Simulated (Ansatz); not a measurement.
# FeCuC6N6: the cost of one run

Program: Ansatz 0.2.0. Level of theory: DFT PBE, scalar-relativistic, plane waves, PAW. These are calculated values, not measurements.

## 1. Starting point

It takes space group Fm-3m (No. 225, cubic). Conventional cell: a = 10.234 Å, b = 10.234 Å, c = 10.234 Å, α = 90.00°, β = 90.00°, γ = 90.00°. Around Fe (site symmetry m-3m) lie 6 N at 2.03 Å. Around Cu (site symmetry m-3m) lie 6 C at 1.92 Å. C (site symmetry 4mm) has 1 N at 1.17 Å and 1 Cu at 1.92 Å in its first shell of neighbours. N (site symmetry 4mm) has 1 C at 1.17 Å and 1 Fe at 2.03 Å in its first shell of neighbours.

Coordinates:

```cif
data_structure
_symmetry_space_group_name_H-M 'Fm-3m'
_symmetry_Int_Tables_number 225
_cell_length_a 10.2340
_cell_length_b 10.2340
_cell_length_c 10.2340
_cell_angle_alpha 90.000
_cell_angle_beta 90.000
_cell_angle_gamma 90.000
_cell_volume 1071.86
loop_
_atom_site_label
_atom_site_type_symbol
_atom_site_symmetry_multiplicity
_atom_site_Wyckoff_symbol
_atom_site_fract_x
_atom_site_fract_y
_atom_site_fract_z
_atom_site_occupancy
Fe1 Fe 4 b 0.50000 0.00000 0.00000 1
Cu1 Cu 4 a 0.00000 0.00000 0.00000 1
C1 C 24 e 0.18732 0.00000 0.00000 1
N1 N 24 e 0.30164 0.00000 0.00000 1
```

A structure generator made this guess: cyanide-bridged rock-salt net of two metals, 0 guest cations a cell (Fm-3m, No. 225). Its size is a rough estimate.

## 2. A first look at the guess

input.yaml reads:

```yaml
crystal:
  lattice:
    - [0.0, 5.117, 5.117]
    - [5.117, 0.0, 5.117]
    - [5.117, 5.117, 0.0]
  atoms:
    - { symbol: Fe, position: [0.5, 0.5, 0.5], spin: 4.0 }
    - { symbol: Cu, position: [0.0, 0.0, 0.0], spin: 1.0 }
    - { symbol: C, position: [0.81268321, 0.18731679, 0.18731679] }
    - { symbol: C, position: [0.18731679, 0.81268321, 0.18731679] }
    - { symbol: C, position: [0.18731679, 0.18731679, 0.81268321] }
    - { symbol: C, position: [0.18731679, 0.81268321, 0.81268321] }
    - { symbol: C, position: [0.81268321, 0.18731679, 0.81268321] }
    - { symbol: C, position: [0.81268321, 0.81268321, 0.18731679] }
    - { symbol: "N", position: [0.69835841, 0.30164159, 0.30164159] }
    - { symbol: "N", position: [0.30164159, 0.69835841, 0.30164159] }
    - { symbol: "N", position: [0.30164159, 0.30164159, 0.69835841] }
    - { symbol: "N", position: [0.30164159, 0.69835841, 0.69835841] }
    - { symbol: "N", position: [0.69835841, 0.30164159, 0.69835841] }
    - { symbol: "N", position: [0.69835841, 0.69835841, 0.30164159] }
basis:
  ecutwfc: 420
kpoints:
  mp_grid: { grid: [4, 4, 4] }
hamiltonian:
  xc: pbe
scf:
  occupations: { method: gaussian, width: 0.1 }
  lower_state_search: "off"
output:
  forces: true
  stress: true
  eigenvalues: true
  populations: true
magnetization:
  spin_polarized: true
```

The run is started by

```sh
> ansatz run input.yaml --threads 1 --pin off --max-ram 2560MiB --backend cpu --events-out ev --progress --plain --runs-dir out
```

What time and memory should one allow on 1 thread of AMD EPYC 9R45 (Zen 5), shared host?

About 17 s, with a peak of 0.74 GiB.
